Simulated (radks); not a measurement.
# Valence configurations of Mo

One table from this session's results is given with a row withheld; the runs are named, their logs left out.

The numbers are computed with radks (a radial shooting solver on a logarithmic mesh, Libxc functionals) version 1 (Dirac Kohn-Sham, PBE, spin-unpolarised, spherical densities, finite nucleus; open shells fill j = l - 1/2 first), except any that are marked as measured or tabulated.

## The atom as given

```
element            : molybdenum (Z = 42)
charge             : 0
electrons          : 42
configuration      : [Kr] 4d5 5s1
nuclear rms radius : 4.4091 fm
others tried       : 4d6; 4d5.5 5s0.5; 4d5 5p1; 4d4.5 5s1.5; 4d5.5 5p0.5; 4d5 5s0.5 5p0.5; 4d4 5s1 5p1; 4d4 5s1.5 5p0.5; 4d4.5 5s1 5p0.5
```

The first run:

The run's settings:

```text
Z 42
configuration [Kr] 4d5 5s1
relativity Dirac
functional pbe,pbe
spin unpolarised
j_filling energy
nucleus finite rms 4.4091 fm
c 137.035999084
```

Steps of the session up to this table: [Kr] 4d5 5s1.

One table of the session follows, with a row left open; its other results are not shown here.

It belongs to the step «[Kr] 4d5 5s1». Sizes of the orbitals, from the radial functions (bohr):

| level | <r> | outermost maximum (interpolated) | 90 % within | nodes |
| --- | --- | --- | --- | --- |
| 3d3/2 | 0.4132 | 0.321 | 0.661 | 0 |
| 3d5/2 | 0.4167 | 0.324 | 0.666 | 0 |
| 4s1/2 | 1.108 | 0.990 | 1.62 | 3 |
| 4p1/2 | 1.217 | 1.06 | 1.81 | 2 |
| 4p3/2 | 1.249 | 1.08 | 1.86 | 2 |
| 5s1/2 | 3.602 | 2.95 | 5.44 | 4 |
| 4d3/2 | ? | ? | ? | ? |
| 4d5/2 | 2.021 | 1.39 | 3.38 | 1 |

Estimate the missing values for 4d3/2.

As computed: <r>: 1.988; outermost maximum (interpolated): 1.38; 90 % within: 3.32; nodes: 1. In the column «<r>» it lies between 4p3/2 (1.249) and 4d5/2 (2.021).
